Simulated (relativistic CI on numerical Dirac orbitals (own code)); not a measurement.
# Bi⁵⁶⁺: how the levels respond to the fine-structure constant and the nuclear radius

How sensitive are the low transitions of Bi⁵⁶⁺ to a change of α? Wanted is q = dE/dx with x = (α/α0)² − 1, and the field-shift factor by the mean square nuclear radius, for the lowest 30 levels.

The numbers are computed with relativistic CI on numerical Dirac orbitals (own code) version 2 (Dirac-Coulomb-Breit CI, KLI orbitals optimised for each configuration, derivatives by finite differences), except any that are marked as measured or tabulated.

### Step 1. The atom as given

| Item | Value |
| --- | --- |
| ion | Bi⁵⁶⁺ (Bi LVII) |
| nuclear charge | 83 |
| electrons | 27 |
| isotope | A = 209 |
| first configuration | [Ar] 3d9 |

Outer shells as boxes (Hund's rule):

[Ar] 3d9
```
[Ar] core
3d [↑↓][↑↓][↑↓][↑↓][↑ ]
```

### Step 2. The run

The run's settings:

```ini
atom Bi  Z=83  charge=56  electrons=27
nucleus A=209  rms_radius_fm=5.5211
hamiltonian dirac-coulomb  breit=on  qed=off  c_scale=1
orbitals kli  potential=per-configuration
slater_scale 1
correlation none
mixing on
configurations
  [Ar] 3d9
  [Ne] 3s2 3p5 3d10
  [Ne] 3s 3p6 3d10
  [Ar] 3d8 4s
  [Ar] 3d8 4p
  [Ne] 3s2 3p4 3d10 4s
  [Ar] 3d8 4d
  [Ne] 3s2 3p4 3d10 4p
end
derivatives alpha2 +-0.01 radius +-1%
```

Q: Predict the outcome of this session. Wanted: lowest level; largest q in size, lowest 30 levels; largest K in size within the lowest configuration; largest field-shift factor among them.

As calculated:

```
                                         quantity                                  value
                                     lowest level                              3d9 2D5/2
              largest q in size, lowest 30 levels     7.518e+06 cm⁻¹ (3s 3p6 3d10 2S1/2)
largest K in size within the lowest configuration                       2.04 (3d9 2D3/2)
            largest field-shift factor among them  -1.73e+04 GHz/fm² (3s 3p6 3d10 2S1/2)
```

Among these levels the largest q belongs to 3s 3p6 3d10 2S1/2, a change of configuration. The fine-structure partner 2D3/2 has K = 2.04, close to the 2 of an interval that scales as α². K = 2q/E, the relative sensitivity of a level, hangs on the computed energy: between configurations that lie close it can be off by a factor of several.
